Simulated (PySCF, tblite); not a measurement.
# C5H10BNOP2: geometry, infrared bands and NMR shifts

Aim: predict the infrared bands and NMR shifts of C5H10BNOP2 (`CP(C#C[PH2+][BH2-]C#N)CO`).

Computed with tblite 0.8.0 and PySCF 2.14.0, with density-fitted response routines of our own, on a single molecule in the gas phase. Atoms are numbered from 0 throughout.

### 1 The molecule as given

20 atoms, charge 0, multiplicity 1; geometry from: force field or distance geometry start.

Bonds of the start (Å): C0–P1 1.86, P1–C2 1.81, C2–C3 1.22, C3–P4 1.78, P4–B5 1.90, B5–C6 1.53, C6–N7 1.17, P1–C8 1.86, C8–O9 1.40, C0–H10 1.09, C0–H11 1.11, C0–H12 1.13, P4–H13 1.41, P4–H14 1.39, B5–H15 1.20, B5–H16 1.19, C8–H17 1.12, C8–H18 1.10, O9–H19 1.00.

### 2 Relaxing the molecule with GFN2-xTB

The job: settings as JSON, then the geometry in Å.

```
{"job": {"kind": "relax", "xc": "GFN2-xTB", "basis": "xTB"}, "charge": 0, "multiplicity": 1}
C      2.779700     1.589800    -0.745200
P      1.766500     0.033700    -0.824900
C      0.093500     0.297400    -0.193100
C     -1.031800     0.486500     0.225300
P     -2.662600     0.762000     0.889500
B     -3.867900    -0.106600    -0.288900
C     -3.127900    -1.285600    -0.919000
N     -2.544600    -2.183900    -1.389000
C      2.580400    -1.204700     0.305000
O      3.729600    -1.645000    -0.356900
H      3.774100     1.434600    -0.318100
H      2.946600     2.020700    -1.757300
H      2.227000     2.327600    -0.089600
H     -2.996800     2.128000     0.877600
H     -2.734700     0.312800     2.201500
H     -4.836700    -0.437100     0.336400
H     -4.232500     0.699300    -1.086700
H      1.954700    -2.122300     0.439400
H      2.773600    -0.791300     1.309100
H      3.404500    -2.305300    -1.027700
```

Command:

```console
OMP_NUM_THREADS=1 python probes_run.py task.json out
```

One launch serves the whole session: the jobs run in the order shown.

Log:

```text
step      E/eV     max force
  0    -786.25420    2.837
  1    -786.31285    8.627
  2    -786.64714    1.764
  3    -786.76172    2.839
  4    -786.90295    1.247
  5    -787.02188    0.939
  6    -787.08854    0.855
  7    -787.14460    0.438
  8    -787.17782    0.402
  9    -787.19836    0.374
 10    -787.21673    0.450
 11    -787.23122    0.344
 12    -787.24056    0.230
 13    -787.24758    0.195
 14    -787.25492    0.209
 15    -787.26251    0.218
 16    -787.26845    0.178
 17    -787.27254    0.151
 18    -787.27682    0.162
 19    -787.28272    0.218
 20    -787.28924    0.213
 21    -787.29453    0.162
 22    -787.29815    0.152
 23    -787.30139    0.160
 24    -787.30539    0.164
 25    -787.30915    0.138
 26    -787.31185    0.093
 27    -787.31392    0.105
 28    -787.31620    0.112
 29    -787.31908    0.158
 30    -787.32230    0.157
 31    -787.32549    0.137
 32    -787.32878    0.140
 33    -787.33245    0.158
 34    -787.33673    0.222
 35    -787.34190    0.204
 36    -787.34812    0.201
 37    -787.35517    0.222
 38    -787.36243    0.219
 39    -787.36833    0.238
 40    -787.37168    0.142
 41    -787.37353    0.087
 42    -787.37476    0.113
 43    -787.37627    0.136
 44    -787.37810    0.115
 45    -787.38153    0.124
 46    -787.38304    0.103
 47    -787.38467    0.078
 48    -787.38575    0.077
 49    -787.38745    0.123
 50    -787.38969    0.148
 51    -787.39202    0.114
 52    -787.39359    0.088
 53    -787.39454    0.119
 54    -787.39554    0.092
 55    -787.39662    0.071
 56    -787.39778    0.043
 57    -787.39814    0.038
 58    -787.39856    0.053
 59    -787.39900    0.055
 60    -787.39954    0.052
 61    -787.40001    0.053
 62    -787.40048    0.051
 63    -787.40102    0.053
 64    -787.40171    0.045
 65    -787.40243    0.057
 66    -787.40309    0.062
 67    -787.40378    0.068
 68    -787.40464    0.080
 69    -787.40556    0.071
 70    -787.40612    0.066
 71    -787.40664    0.060
 72    -787.40706    0.050
 73    -787.40815    0.047
 74    -787.40900    0.054
 75    -787.41016    0.063
 76    -787.41090    0.060
 77    -787.41158    0.056
 78    -787.41238    0.051
 79    -787.41342    0.065
 80    -787.41427    0.055
 81    -787.41474    0.054
 82    -787.41501    0.035
 83    -787.41522    0.050
 84    -787.41541    0.031
 85    -787.41557    0.021
 86    -787.41564    0.021
 87    -787.41577    0.024
 88    -787.41597    0.031
 89    -787.41633    0.038
 90    -787.41680    0.050
 91    -787.41726    0.047
 92    -787.41762    0.044
 93    -787.41791    0.036
 94    -787.41824    0.039
 95    -787.41863    0.048
 96    -787.41903    0.045
 97    -787.41932    0.066
 98    -787.41948    0.067
 99    -787.41969    0.035
100    -787.41986    0.029
101    -787.42014    0.026
102    -787.42049    0.039
103    -787.42090    0.041
104    -787.42122    0.121
105    -787.42145    0.112
106    -787.42178    0.050
107    -787.42223    0.082
108    -787.42248    0.118
109    -787.42277    0.051
110    -787.42292    0.030
111    -787.42299    0.031
112    -787.42311    0.024
113    -787.42328    0.030
114    -787.42343    0.031
115    -787.42353    0.022
116    -787.42359    0.022
117    -787.42367    0.024
118    -787.42379    0.039
119    -787.42395    0.048
120    -787.42410    0.043
121    -787.42420    0.024
122    -787.42429    0.022
123    -787.42441    0.028
124    -787.42456    0.036
125    -787.42471    0.037
126    -787.42484    0.027
127    -787.42496    0.026
128    -787.42507    0.021
129    -787.42521    0.027
130    -787.42532    0.033
131    -787.42543    0.024
132    -787.42553    0.020
133    -787.42564    0.024
134    -787.42576    0.028
135    -787.42587    0.054
136    -787.42599    0.024
137    -787.42611    0.093
138    -787.42624    0.044
139    -787.42639    0.018
140    -787.42645    0.018
141    -787.42655    0.018
142    -787.42666    0.020
143    -787.42678    0.020
144    -787.42687    0.020
145    -787.42693    0.020
146    -787.42698    0.022
147    -787.42707    0.023
148    -787.42719    0.026
149    -787.42731    0.023
150    -787.42740    0.021
151    -787.42748    0.018
152    -787.42756    0.018
153    -787.42765    0.018
154    -787.42774    0.019
155    -787.42782    0.019
156    -787.42790    0.022
157    -787.42798    0.020
158    -787.42808    0.027
159    -787.42823    0.030
160    -787.42845    0.035
161    -787.42868    0.043
162    -787.42896    0.038
163    -787.42925    0.042
164    -787.42956    0.043
165    -787.42994    0.056
166    -787.43036    0.063
167    -787.43071    0.120
168    -787.43107    0.053
169    -787.43141    0.066
170    -787.43173    0.045
171    -787.43195    0.038
172    -787.43217    0.041
173    -787.43229    0.042
174    -787.43245    0.062
175    -787.43257    0.064
176    -787.43272    0.038
177    -787.43286    0.057
178    -787.43300    0.029
179    -787.43311    0.021
180    -787.43325    0.036
181    -787.43333    0.025
182    -787.43346    0.030
183    -787.43359    0.025
184    -787.43369    0.019
185    -787.43377    0.031
186    -787.43380    0.039
187    -787.43392    0.029
188    -787.43401    0.050
189    -787.43418    0.046
190    -787.43431    0.033
191    -787.43451    0.052
192    -787.43476    0.041
193    -787.43503    0.099
194    -787.43532    0.039
195    -787.43573    0.121
196    -787.43619    0.056
197    -787.43670    0.053
198    -787.43741    0.094
199    -787.43802    0.186
200    -787.43923    0.120
201    -787.44041    0.062
202    -787.44141    0.060
203    -787.44186    0.106
204    -787.44180    0.097
205    -787.44270    0.121
206    -787.44302    0.056
207    -787.44345    0.037
208    -787.44391    0.039
209    -787.44422    0.113
210    -787.44445    0.051
211    -787.44467    0.065
212    -787.44488    0.067
213    -787.44502    0.089
214    -787.44521    0.043
215    -787.44540    0.039
216    -787.44557    0.040
217    -787.44578    0.057
218    -787.44600    0.039
219    -787.44629    0.041
220    -787.44661    0.051
221    -787.44694    0.048
222    -787.44724    0.039
223    -787.44751    0.096
224    -787.44784    0.070
225    -787.44830    0.088
226    -787.44878    0.062
227    -787.44927    0.076
228    -787.44975    0.053
229    -787.45019    0.079
230    -787.45063    0.053
231    -787.45101    0.061
232    -787.45148    0.089
233    -787.45198    0.115
234    -787.45251    0.121
235    -787.45291    0.105
236    -787.45321    0.067
237    -787.45341    0.088
238    -787.45360    0.027
239    -787.45378    0.059
240    -787.45402    0.048
241    -787.45432    0.064
242    -787.45467    0.063
243    -787.45496    0.045
244    -787.45517    0.069
245    -787.45537    0.038
246    -787.45563    0.047
247    -787.45590    0.033
248    -787.45612    0.037
249    -787.45631    0.030
250    -787.45647    0.028
251    -787.45664    0.027
252    -787.45680    0.025
253    -787.45696    0.026
254    -787.45711    0.024
255    -787.45728    0.028
256    -787.45741    0.033
257    -787.45749    0.094
258    -787.45759    0.040
259    -787.45768    0.020
260    -787.45780    0.034
261    -787.45791    0.044
262    -787.45802    0.045
263    -787.45813    0.048
264    -787.45821    0.037
265    -787.45827    0.028
266    -787.45832    0.026
267    -787.45837    0.021
268    -787.45843    0.016
269    -787.45851    0.025
270    -787.45860    0.038
271    -787.45870    0.042
272    -787.45880    0.027
273    -787.45888    0.022
274    -787.45894    0.019
275    -787.45901    0.023
276    -787.45910    0.019
277    -787.45915    0.015
278    -787.45920    0.021
279    -787.45925    0.016
280    -787.45930    0.023
281    -787.45936    0.015
282    -787.45940    0.013
283    -787.45944    0.014
284    -787.45947    0.015
285    -787.45951    0.015
286    -787.45954    0.011
287    -787.45956    0.006
```

Wall time 2.8 s (1 thread of Arm Neoverse V1, shared host).

Relaxation path: (not every step is listed)

| step | energy from step 0 (eV) | largest force (eV/Å) |
| --- | --- | --- |
| 0 | 0.0000 | 2.8374 |
| 1 | -0.0587 | 8.6274 |
| 2 | -0.3929 | 1.7642 |
| 3 | -0.5075 | 2.8386 |
| 4 | -0.6488 | 1.2474 |
| 5 | -0.7677 | 0.9385 |
| 6 | -0.8343 | 0.8548 |
| 7 | -0.8904 | 0.4380 |
| 8 | -0.9236 | 0.4021 |
| 35 | -1.0877 | 0.2045 |
| 62 | -1.1463 | 0.0510 |
| 89 | -1.1621 | 0.0379 |
| 116 | -1.1694 | 0.0220 |
| 143 | -1.1726 | 0.0200 |
| 170 | -1.1775 | 0.0452 |
| 197 | -1.1825 | 0.0530 |
| 224 | -1.1936 | 0.0697 |
| 251 | -1.2024 | 0.0267 |
| 278 | -1.2050 | 0.0206 |
| 282 | -1.2052 | 0.0135 |
| 283 | -1.2052 | 0.0141 |
| 284 | -1.2053 | 0.0149 |
| 285 | -1.2053 | 0.0149 |
| 286 | -1.2053 | 0.0106 |
| 287 | -1.2054 | 0.0059 |

Close pairs (by a distance rule), those that changed most:

| bond | before (Å) | after (Å) | change (Å) |
| --- | --- | --- | --- |
| P1–C2 | 1.808 | 1.765 | -0.043 |
| C0–H12 | 1.131 | 1.089 | -0.042 |
| C3–P4 | 1.782 | 1.742 | -0.040 |
| O9–H19 | 0.996 | 0.963 | -0.032 |
| B5–C6 | 1.528 | 1.554 | +0.026 |
| P4–B5 | 1.896 | 1.922 | +0.026 |
| C0–H11 | 1.113 | 1.088 | -0.024 |
| P1–C8 | 1.864 | 1.887 | +0.023 |

The final coordinates are the input of the step that follows.

### 3 Infrared spectrum with GFN2-xTB

The job: settings as JSON, then the geometry in Å.

```
{"job": {"kind": "ir", "xc": "GFN2-xTB", "basis": "xTB"}, "charge": 0, "multiplicity": 1}
C      2.785997     1.383154     0.157611
P      1.837298     0.516765    -1.177299
C      0.205468     0.850455    -0.594460
C     -0.943579     1.091839    -0.290862
P     -2.617886     1.120292     0.189621
B     -3.534773    -0.514485    -0.236639
C     -2.520475    -1.540641     0.340906
N     -1.741967    -2.277489     0.754478
C      1.908519    -1.223562    -0.451632
O      3.200329    -1.745731    -0.632972
H      3.805261     1.000116     0.142630
H      2.808407     2.452292    -0.045184
H      2.343464     1.201812     1.135814
H     -3.039818     2.354881    -0.294440
H     -2.499497     1.473151     1.528216
H     -4.582268    -0.514934     0.326380
H     -3.597820    -0.575559    -1.425414
H      1.134933    -1.849309    -0.912285
H      1.728628    -1.187970     0.626702
H      3.314632    -2.004398    -1.553903
```

Log:

```text
mode    cm-1     km/mol
  1      -7.4      3.47
  2      20.9      4.27
  3      52.2      0.71
  4      67.7      2.44
  5      77.0      3.53
  6     104.0      2.26
  7     121.8      6.47
  8     137.5      1.40
  9     188.3      4.98
 10     237.4     13.03
 11     253.4      1.77
 12     283.7     21.03
 13     315.5      6.43
 14     323.1     19.12
 15     330.0      4.50
 16     333.3     54.98
 17     356.7     72.36
 18     439.7      1.51
 19     478.3      2.19
 20     584.8      1.42
 21     681.1      3.66
 22     707.4      5.28
 23     729.6     28.37
 24     797.1     25.71
 25     808.8     11.40
 26     816.2     30.49
 27     838.2     79.41
 28     873.3      8.06
 29     901.1     22.15
 30     911.9     54.48
 31     918.3     77.84
 32     980.4     81.96
 33    1061.6    187.27
 34    1079.5     75.68
 35    1106.4     12.12
 36    1149.0     32.34
 37    1244.3     22.82
 38    1300.4    102.58
 39    1313.4      3.57
 40    1427.8      1.49
 41    1437.6      4.14
 42    1443.1      4.61
 43    2205.7     80.05
 44    2290.5    201.46
 45    2314.8    156.65
 46    2345.7    117.96
 47    2441.5    109.40
 48    2464.3    134.52
 49    2905.2     17.89
 50    2947.5      6.76
 51    3001.4      2.80
 52    3016.2      4.92
 53    3019.2      8.65
 54    3547.1     19.37
```

Run time: 1 s. Hardware: 1 thread of Arm Neoverse V1, shared host.

Which atoms move in the most intense modes:

| cm⁻¹ | km/mol | atoms |
| --- | --- | --- |
| 980 | 82.0 | H16 35 %, B5 34 %, H15 23 % |
| 1062 | 187.3 | O9 43 %, C8 43 % |
| 1300 | 102.6 | H19 48 %, H18 26 % |
| 2290 | 201.5 | H13 94 % |
| 2315 | 156.7 | H14 94 % |
| 2346 | 118.0 | C6 58 %, N7 41 % |
| 2442 | 109.4 | H16 93 % |
| 2464 | 134.5 | H15 92 % |

### 4 NMR shieldings: PBE0/pcSseg-1

Same as in step 3 but for these lines:

```diff
@@ -1,2 +1,2 @@
-{"job": {"kind": "ir", "xc": "GFN2-xTB", "basis": "xTB"}, "charge": 0, "multiplicity": 1}
+{"job": {"kind": "nmr", "xc": "PBE0", "basis": "pcSseg-1"}, "charge": 0, "multiplicity": 1}
 C      2.785997     1.383154     0.157611
```

With the program's defaults for keys left out, this is: GIAO PBE0/pcSseg-1 NMR shielding, non-relativistic, gas phase.

Log:

```text
coarse grid: 18112 points
cycle   1  E = -1033.0391068401  dE =  1.266e+00  |g| = 7.792e-01  |ddm| = 4.334e+00
cycle   2  E = -1032.9020867982  dE =  1.370e-01  |g| = 1.137e+00  |ddm| = 2.051e+00
cycle   3  E = -1033.1614841851  dE = -2.594e-01  |g| = 2.601e-01  |ddm| = 1.213e+00
cycle   4  E = -1033.1754542691  dE = -1.397e-02  |g| = 9.583e-02  |ddm| = 2.439e-01
cycle   5  E = -1033.1772519470  dE = -1.798e-03  |g| = 2.836e-02  |ddm| = 8.527e-02
cycle   6  E = -1033.1774220839  dE = -1.701e-04  |g| = 9.674e-03  |ddm| = 4.145e-02
cycle   7  E = -1033.1774407014  dE = -1.862e-05  |g| = 4.608e-03  |ddm| = 1.073e-02
cycle   8  E = -1033.1774455635  dE = -4.862e-06  |g| = 8.086e-04  |ddm| = 4.008e-03
final grid: 167024 points
cycle   9  E = -1033.2485369117  dE = -4.099e-05  |g| = 1.057e-02  |ddm| = 4.896e-02
cycle  10  E = -1033.2485229622  dE =  1.395e-05  |g| = 1.360e-02  |ddm| = 2.140e-02
cycle  11  E = -1033.2485619107  dE = -3.895e-05  |g| = 1.412e-03  |ddm| = 1.256e-02
cycle  12  E = -1033.2485622788  dE = -3.681e-07  |g| = 5.386e-04  |ddm| = 1.366e-03
cycle  13  E = -1033.2485623303  dE = -5.154e-08  |g| = 2.562e-04  |ddm| = 5.038e-04
cycle  14  E = -1033.2485623442  dE = -1.393e-08  |g| = 5.225e-05  |ddm| = 2.259e-04
cycle  15  E = -1033.2485623449  dE = -6.289e-10  |g| = 1.686e-05  |ddm| = 6.829e-05
converged SCF energy = -1033.2485623449

GIAO shielding tensors (ppm)
atom      isotropic    diamagn.    paramagn.     s11        s22        s33       span
  0 C      172.776     254.087     -81.311    162.346    166.347    189.636     27.291
  1 P      414.476     969.220    -554.744    340.541    420.285    482.603    142.062
  2 C       57.577     275.236    -217.659    -52.988    -34.983    260.701    313.688
  3 C       98.067     288.167    -190.099     12.802     37.386    244.014    231.212
  4 P      439.762     971.345    -531.583    379.357    434.497    505.433    126.076
  5 B      148.630     190.669     -42.039    141.965    150.978    152.948     10.982
  6 C       54.647     265.426    -210.780    -65.163    -58.295    287.399    352.562
  7 N      -69.901     341.680    -411.581   -262.462   -236.561    289.322    551.784
  8 C      113.362     252.229    -138.867     79.179    111.853    149.054     69.875
  9 O      308.169     383.012     -74.844    258.671    297.039    368.797    110.126
 10 H       30.094      29.089       1.005     25.109     28.003     37.171     12.061
 11 H       30.166      29.944       0.221     25.930     27.241     37.326     11.396
 12 H       30.174      33.076      -2.902     25.768     29.029     35.725      9.957
 13 H       26.414      28.713      -2.299     21.321     24.313     33.607     12.286
 14 H       26.379      31.514      -5.135     21.327     24.752     33.057     11.731
 15 H       30.079      27.551       2.528     26.475     28.466     35.296      8.821
 16 H       29.791      28.571       1.219     27.169     28.314     33.889      6.720
 17 H       26.653      34.601      -7.948     21.220     27.756     30.983      9.763
 18 H       27.198      33.786      -6.589     22.602     28.428     30.564      7.962
 19 H       31.514      30.660       0.853     22.455     28.749     43.337     20.882
```

Wall time 51 s (1 thread of Arm Neoverse V1, shared host); peak memory 1.1 GiB.

Shifts follow as δ = σ(reference) − σ, with reference shieldings (ppm) from runs at the same level and on the same kind of geometry: 1H TMS 31.72, 13C TMS 186.9, 15N NH3 267.7, 17O H2O 336.1, 31P H3PO4 318.4, 11B BF3·OEt2 100.1. The references are single molecules in the gas phase, so shifts against H2O, NH3, PH3, H3PO4 or CFCl3 are not on the usual liquid scales and can be off by tens of ppm. Atoms listed in one row are averaged.

| atoms | environment | σ (ppm) | δ (ppm) | δ scaled to CDCl3 |
| --- | --- | --- | --- | --- |
| C6 | nitrile carbon | 54.6 | 132.3 | 127.2 |
| C2 | alkyne carbon | 57.6 | 129.3 | 124.3 |
| C3 | alkyne carbon | 98.1 | 88.9 | 84.8 |
| C8 | sp3 CH2 bonded to O and P | 113.4 | 73.6 | 69.9 |
| C0 | methyl carbon bonded to P | 172.8 | 14.1 | 11.9 |
| H13, H14 | hydrogen on a phosphorus bonded to C, B | 26.40 | 5.32 | – |
| H17, H18 | hydrogen on an sp3 CH2 bonded to O and P | 26.93 | 4.79 | 4.62 |
| H15, H16 | hydrogen on a boron bonded to C, P | 29.93 | 1.78 | – |
| H10, H11, H12 | hydrogen on a methyl carbon bonded to P | 30.14 | 1.57 | 1.59 |
| H19 | hydrogen on an alcohol oxygen | 31.51 | 0.20 | – |
| P1 | phosphorus bonded to 3 C | 414.5 | -96.1 | – |
| P4 | phosphorus bonded to C, B, 2 H | 439.8 | -121.4 | – |
| B5 | boron bonded to C, P, 2 H | 148.6 | -48.6 | – |
| N7 | nitrile nitrogen | -69.9 | 337.6 | – |
| O9 | alcohol oxygen | 308.2 | 27.9 | – |

The scaled column applies a straight-line fit of computed shieldings to shifts measured in CDCl3 (root-mean-square error 0.16 ppm for H, 1.9 ppm for C).

Charges from the same density, by scheme (e):

| atoms | Mulliken | IAO | Hirshfeld | ESP fit |
| --- | --- | --- | --- | --- |
| C0 | -0.46 | -0.60 | -0.16 | -0.23 |
| P1 | 0.42 | 0.54 | 0.18 | -0.13 |
| C2 | -0.20 | -0.20 | -0.06 | 0.14 |
| C3 | -0.42 | -0.33 | -0.11 | -0.35 |
| P4 | 0.35 | 0.81 | 0.37 | 0.47 |
| B5 | -0.13 | -0.51 | -0.07 | -0.30 |
| C6 | -0.08 | 0.05 | -0.01 | 0.41 |
| N7 | -0.28 | -0.28 | -0.25 | -0.56 |
| C8 | -0.10 | -0.21 | -0.03 | 0.05 |
| O9 | -0.45 | -0.54 | -0.22 | -0.59 |

Mayer bond orders: C0–P1 0.99, P1–C2 0.86, C2–C3 2.87, C3–P4 0.95, P4–B5 0.76, B5–C6 0.87, C6–N7 2.94, P1–C8 0.93, C8–O9 0.92.

### 5 What came out

| quantity | value |
| --- | --- |
| strongest single infrared mode (GFN2-xTB) | 2290 cm⁻¹, 201 km/mol |
| zero-point energy (GFN2-xTB) | 85.4 kcal/mol |
| 13C shifts against TMS (PBE0/pcSseg-1) | 132.3, 129.3, 88.9, 73.6, 14.1 ppm |
| 1H shifts against TMS (PBE0/pcSseg-1, means over atoms taken as alike) | 5.32, 4.79, 1.78, 1.57, 0.20 ppm |
| 31P shifts against H3PO4 (PBE0/pcSseg-1) | -96.1, -121.4 ppm |
| 11B shifts against BF3·OEt2 (PBE0/pcSseg-1) | -48.6 ppm |
| 15N shifts against NH3 (PBE0/pcSseg-1) | 337.6 ppm |
| 17O shifts against H2O (PBE0/pcSseg-1) | 27.9 ppm |

In words: The optimisation took 287 steps and gained 1.205 eV; among the close pairs (by a distance rule), P1–C2 changed most, from 1.808 to 1.765 Å. The lowest mode is slightly imaginary (7i cm⁻¹), a soft motion within the noise of the Hessian, so the minimum is not strictly shown. The strongest single mode, at 2290 cm⁻¹, moves mainly H13. Unscaled tight-binding wavenumbers are off by several per cent, some by more. Its intensities can rank the bands wrongly. At PBE0/pcSseg-1: Shielding is most anisotropic at N7 (span 552 ppm, paramagnetic term -412 ppm).
